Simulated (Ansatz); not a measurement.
# C8H10F4O4: the cost of one run

Program: Ansatz 0.2.0, Gaussian basis. Level of theory: the settings change from run to run. These are calculated values, not measurements.

3 further runs of the same task are left out: 3 that didn't finish.

## (1) The relaxed structure

The geometry comes from an earlier relaxation with r2SCAN-D4/def2-SVP; it is a stationary point, not always the lowest conformer.

SMILES `CC(C)OC(=O)C(=O)OCC(F)(F)C(F)F`, 26 atoms, charge 0, spin multiplicity 1.

Atoms are counted from 1 here; the program's logs count them from 0.

Bond lengths: C1–C2 1.513 Å, C1–H17 1.101 Å, C1–H18 1.100 Å, C1–H19 1.100 Å, C2–C3 1.518 Å, C2–O4 1.461 Å, C2–H20 1.103 Å, C3–H21 1.099 Å, C3–H22 1.101 Å, C3–H23 1.101 Å, O4–C5 1.328 Å, C5–O6 1.205 Å, C5–C7 1.537 Å, C7–O8 1.201 Å, C7–O9 1.347 Å, O9–C10 1.420 Å, C10–C11 1.516 Å, C10–H24 1.100 Å and more. Angles: C2–C1–H17 110.5°, C2–C1–H18 109.9°, C2–C1–H19 110.9°, H17–C1–H18 108.5°, H17–C1–H19 108.4°, H18–C1–H19 108.5°, C1–C2–C3 114.0°, C1–C2–O4 105.8°, C1–C2–H20 111.2°, C3–C2–O4 109.1°, C3–C2–H20 109.7°, O4–C2–H20 106.7°, C2–C3–H21 110.9°, C2–C3–H22 110.4°, C2–C3–H23 109.8°, H21–C3–H22 109.2°, H21–C3–H23 108.1°, H22–C3–H23 108.4° and more.

## (2) r2SCAN50/6-31G*

Options: charge +1, multiplicity 2, atoms shaken by 0.03 Å, D4 dispersion.

File in.yaml:

```yaml
crystal:
  periodic: [false, false, false]
  atoms:
    - {symbol: C, position_ang: [4.037357, -1.255095, 0.533621]}
    - {symbol: C, position_ang: [3.204228, -0.092314, -0.068726]}
    - {symbol: C, position_ang: [3.367828, 1.231309, 0.666643]}
    - {symbol: O, position_ang: [1.773216, -0.586289, 0.153019]}
    - {symbol: C, position_ang: [0.907519, -0.009510, -0.753233]}
    - {symbol: O, position_ang: [1.146189, 0.802996, -1.575725]}
    - {symbol: C, position_ang: [-0.482307, -0.605878, -0.431856]}
    - {symbol: O, position_ang: [-0.722024, -1.545114, 0.246594]}
    - {symbol: O, position_ang: [-1.299959, 0.106191, -1.149167]}
    - {symbol: C, position_ang: [-2.732366, -0.280006, -0.963006]}
    - {symbol: C, position_ang: [-3.345329, 0.695000, 0.011636]}
    - {symbol: F, position_ang: [-2.681618, 0.555624, 1.236048]}
    - {symbol: F, position_ang: [-3.380652, 1.949274, -0.374274]}
    - {symbol: C, position_ang: [-4.817504, 0.327570, 0.404667]}
    - {symbol: F, position_ang: [-4.839244, -0.914929, 0.845617]}
    - {symbol: F, position_ang: [-5.568808, 0.341269, -0.774845]}
    - {symbol: H, position_ang: [3.846743, -1.396047, 1.590223]}
    - {symbol: H, position_ang: [5.071108, -1.033018, 0.374028]}
    - {symbol: H, position_ang: [3.859696, -2.239484, 0.000702]}
    - {symbol: H, position_ang: [3.397408, 0.050693, -1.137646]}
    - {symbol: H, position_ang: [2.725037, 2.003826, 0.227949]}
    - {symbol: H, position_ang: [3.167657, 1.065284, 1.708468]}
    - {symbol: H, position_ang: [4.455610, 1.456530, 0.595326]}
    - {symbol: H, position_ang: [-2.752838, -1.364997, -0.603123]}
    - {symbol: H, position_ang: [-3.251772, -0.101980, -1.909723]}
    - {symbol: H, position_ang: [-5.272439, 0.972891, 1.112664]}
basis:
  gaussian: {orbitals: "6-31G*"}
total_charge: 1
magnetization: {spin_polarized: true, initial_magnetization: 1}
hamiltonian: {xc: {name: r2SCAN50}, dispersion: d4}
scf: {omitted_lower_state_checks: [starts]}
output: {forces: true}
```

Run with:

```console
ansatz run in.yaml --threads 4 --pin off --events-out ev --progress --plain --max-ram 6963MiB
```

Q: Estimate wall time and peak memory on 4 threads of Arm Neoverse V2, shared host.

About 63 s, with a peak of 1.8 GiB.
